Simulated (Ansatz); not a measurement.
# Cl₂H₂HfS₂: how energies converge with the basis set

The task here is to estimate one member of a computed series from the others.

Method: one geometry, several basis sets; program: Ansatz 0.2.0, Gaussian basis.

The runs, in order: PBE0-D4/def2-SVP; ωB97M-V/def2-SVP; PBE0-D4/def2-QZVPP; ωB97M-V/def2-QZVPP; the functionals' def2-TZVPP values are taken from earlier runs.

## The geometry

The geometry comes from an earlier relaxation with PBE0-D4 in a triple-zeta def2 set; it is a stationary point, not always the lowest conformer. Hf takes the def2 core potential; no spin-orbit term is included.

SMILES `[SH][Hf]([SH])([Cl])[Cl]`, 7 atoms, charge 0, spin multiplicity 1.

Atoms are counted from 1 here; the program's logs count them from 0.

Bond lengths: S1–Hf2 2.412 Å, S1–H6 1.350 Å, Hf2–S3 2.418 Å, Hf2–Cl4 2.326 Å, Hf2–Cl5 2.330 Å, S3–H7 1.349 Å. Angles: Hf2–S1–H6 89.4°, S1–Hf2–S3 104.7°, S1–Hf2–Cl4 109.2°, S1–Hf2–Cl5 111.2°, S3–Hf2–Cl4 110.5°, S3–Hf2–Cl5 108.9°, Cl4–Hf2–Cl5 112.1°, Hf2–S3–H7 91.3°.

Set-up of the first run:

in.yaml

```yaml
crystal:
  periodic: [false, false, false]
  atoms:
    - {symbol: S, position_ang: [0.147438, 1.846176, 1.452289]}
    - {symbol: Hf, position_ang: [0.172870, 0.217678, -0.326545]}
    - {symbol: S, position_ang: [0.417685, -1.910654, 0.794045]}
    - {symbol: Cl, position_ang: [1.998417, 0.624869, -1.709405]}
    - {symbol: Cl, position_ang: [-1.837144, 0.224690, -1.505904]}
    - {symbol: H, position_ang: [-1.157192, 1.572481, 1.665068]}
    - {symbol: H, position_ang: [0.257926, -2.575231, -0.369548]}
basis:
  gaussian: {orbitals: def2-SVP}
hamiltonian: {xc: pbe0, dispersion: d4}
output: {orbitals: {seedname: orbitals}}
```

The run is started by

```sh
ansatz run in.yaml --threads 4 --pin off --events-out ev --progress --plain --max-ram 10444MiB
```

Steps of the session up to this table: PBE0-D4 in def2-SVP; ωB97M-V in def2-SVP; PBE0-D4 in def2-QZVPP; ωB97M-V in def2-QZVPP.

One of the session's tables, all rows but one given; the rest of the session is left out.

It belongs to the step «Density functionals: the series». 

| functional | basis | HOMO (eV) | LUMO (eV) |
| --- | --- | --- | --- |
| PBE0-D4 | def2-SVP | -8.11 | -2.17 |
| PBE0-D4 | def2-TZVPP | -8.09 | -2.14 |
| PBE0-D4 | def2-QZVPP | -8.11 | -2.18 |
| ωB97M-V | def2-SVP | -10.21 | -0.06 |
| ωB97M-V | def2-TZVPP | ? | ? |
| ωB97M-V | def2-QZVPP | -10.27 | -0.12 |

Estimate the missing values for ωB97M-V, def2-TZVPP.

As computed: HOMO (eV): -10.24; LUMO (eV): -0.07. In the column «HOMO (eV)» it lies between ωB97M-V, def2-QZVPP (-10.27) and ωB97M-V, def2-SVP (-10.21).
